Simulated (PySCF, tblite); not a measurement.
# C5H16AlNOSi: geometry, infrared bands, NMR shifts and electronic excitations

What infrared bands, NMR shifts and electronic excitations should C5H16AlNOSi (`C[N+]1(C)[AlH2-][CH2]C[C@@H]1O[SiH3]`) show?

Programs: tblite 0.8.0 and PySCF 2.14.0, with density-fitted response routines of our own. Each step states its level of theory. These are calculated values for one molecule in the gas phase, unless marked as measured. Atoms count from 0, in the outputs and in this text.

### 1 The starting structure

25 atoms, charge 0, multiplicity 1; geometry from: force field or distance geometry start.

Bonds of the start (Å): C0–N1 1.44, N1–C2 1.46, N1–Al3 1.93, Al3–C4 2.00, C4–C5 1.47, C5–C6 1.44, C6–O7 1.39, O7–Si8 1.72, C6–N1 1.40, C0–H9 1.13, C0–H10 1.12, C0–H11 1.09, C2–H12 1.14, C2–H13 1.10, C2–H14 1.09, Al3–H15 1.56, Al3–H16 1.58, C4–H17 1.12, C4–H18 1.11, C5–H19 1.11, C5–H20 1.14, C6–H21 1.13, Si8–H22 1.45, Si8–H23 1.47, Si8–H24 1.47.

### 2 Optimising the geometry with GFN2-xTB

Job settings and geometry (Å):

```
{"job": {"kind": "relax", "xc": "GFN2-xTB", "basis": "xTB"}, "charge": 0, "multiplicity": 1}
C     -0.787000    -1.431100    -1.034000
N     -0.663800    -0.429100    -0.002000
C     -1.241800    -0.995100     1.208300
Al    -1.724100     1.128200    -0.437500
C     -0.573000     2.219100     0.787400
C      0.685600     1.482600     0.646000
C      0.614700     0.130100     0.143600
O      1.265500     0.081200    -1.086200
Si     2.650700    -0.940500    -0.988000
H     -1.766300    -1.943600    -0.819900
H     -0.911000    -0.970100    -2.048500
H     -0.007900    -2.195400    -0.979800
H     -2.150200    -0.390200     1.524800
H     -0.485200    -1.012900     2.005100
H     -1.616100    -2.001100     1.011100
H     -1.562900     1.507000    -1.946300
H     -3.208400     0.970400     0.070300
H     -0.968100     2.130700     1.834400
H     -0.518900     3.285400     0.488100
H      1.390700     2.080500     0.023100
H      1.192900     1.477100     1.661900
H      1.232000    -0.530000     0.823300
H      2.775700    -1.639600    -2.251100
H      2.503200    -1.857200     0.155100
H      3.862700    -0.132300    -0.780100
```

Command:

```console
$ OMP_NUM_THREADS=1 python probes_run.py task.json out
```

This one command runs all jobs of the session in turn.

**Question.** This job is followed by: GFN2-xTB harmonic vibrations, gas phase; PBE0-D3(BJ)/def2-SVP geometry optimisation, gas phase; GIAO PBE0/pcSseg-1 NMR shielding, non-relativistic, gas phase; TDDFT CAM-B3LYP/def2-SVPD, vertical, gas phase, core orbitals frozen in the response; GIAO HF/pcSseg-1 NMR shielding, non-relativistic, gas phase. What will the session give for the following? strongest single infrared mode (GFN2-xTB); zero-point energy (GFN2-xTB); point group; rotational constants (main isotopes); 13C shifts against TMS (PBE0/pcSseg-1); 1H shifts against TMS (PBE0/pcSseg-1, means over atoms taken as alike); 15N shifts against NH3 (PBE0/pcSseg-1); 27Al shifts against AlH4- (PBE0/pcSseg-1); 17O shifts against H2O (PBE0/pcSseg-1); 29Si shifts against TMS (PBE0/pcSseg-1); lowest singlet (CAM-B3LYP/def2-SVPD); brightest single state of those computed; lowest triplet; vertical ionisation energy (ΔSCF); range of the shift of O7.

As calculated:

| quantity | value |
| --- | --- |
| strongest single infrared mode (GFN2-xTB) | 1660 cm⁻¹, 539 km/mol |
| zero-point energy (GFN2-xTB) | 122.2 kcal/mol |
| point group | C1 |
| rotational constants (main isotopes) | 1.63, 0.90, 0.77 GHz |
| 13C shifts against TMS (PBE0/pcSseg-1) | 97.8, 44.8, 42.2, 32.2, -2.3 ppm |
| 1H shifts against TMS (PBE0/pcSseg-1, means over atoms taken as alike) | 4.87, 4.15, 4.09, 3.65, 2.53, 2.21, 2.04, 1.83, 0.33, 0.11 ppm |
| 15N shifts against NH3 (PBE0/pcSseg-1) | 67.6 ppm |
| 27Al shifts against AlH4- (PBE0/pcSseg-1) | 95.7 ppm |
| 17O shifts against H2O (PBE0/pcSseg-1) | 50.6 ppm |
| 29Si shifts against TMS (PBE0/pcSseg-1) | -35.9 ppm |
| lowest singlet (CAM-B3LYP/def2-SVPD) | 6.54 eV (190 nm), f = 0.011 |
| brightest single state of those computed | state 4, 7.07 eV, f = 0.064 |
| lowest triplet | 6.21 eV |
| vertical ionisation energy (ΔSCF) | 8.82 eV |
| range of the shift of O7 | 22.0 to 50.6 ppm |

**Reading.** Relaxing lowered the energy by 1.973 eV in 200 steps; the close pair that moved most is N1–Al3, from 1.934 to 2.130 Å (GFN2-xTB). The frame itself reshapes: Al3···O7 goes from 3.23 to 2.44 Å. No mode is imaginary among the 69: a minimum at this level. The strongest single mode, at 1660 cm⁻¹, moves mainly H16. Unscaled tight-binding wavenumbers are off by several per cent, some by more. Its intensities can rank the bands wrongly. The start of the PBE0/def2-SVP relaxation was shaken at random by about 0.01 Å, so part of the energy gained, and of the first lengths quoted, undoes that. Over 14 steps the energy fell by 0.658 eV; of the close pairs, O7–Si8 changed most, 1.607 to 1.675 Å (PBE0/def2-SVP). The frame itself reshapes: Al3···O7 goes from 2.42 to 3.16 Å. At PBE0/pcSseg-1: The largest span, 122 ppm, is at Si8, where the paramagnetic term is -492 ppm. The first singlet state (HOMO→LUMO 0.67) lies at 6.54 eV and is weak; of the 10 states computed, the strongest absorption comes from state 4 at 7.07 eV. The lowest triplet lies 0.33 eV below the lowest singlet (triplets in Tamm-Dancoff, singlets in full TDDFT). ΔSCF puts the ionisation energy at 8.82 eV, 0.63 eV above −ε(HOMO). Across the 2 runs the shift of O7 moves most, between 22.0 (HF/pcSseg-1) and 50.6 ppm (PBE0/pcSseg-1). These values are for one conformer; the search (at its own cheap level) found 2 more, at 0.49, 0.60 kcal/mol, and measured spectra average over such forms.
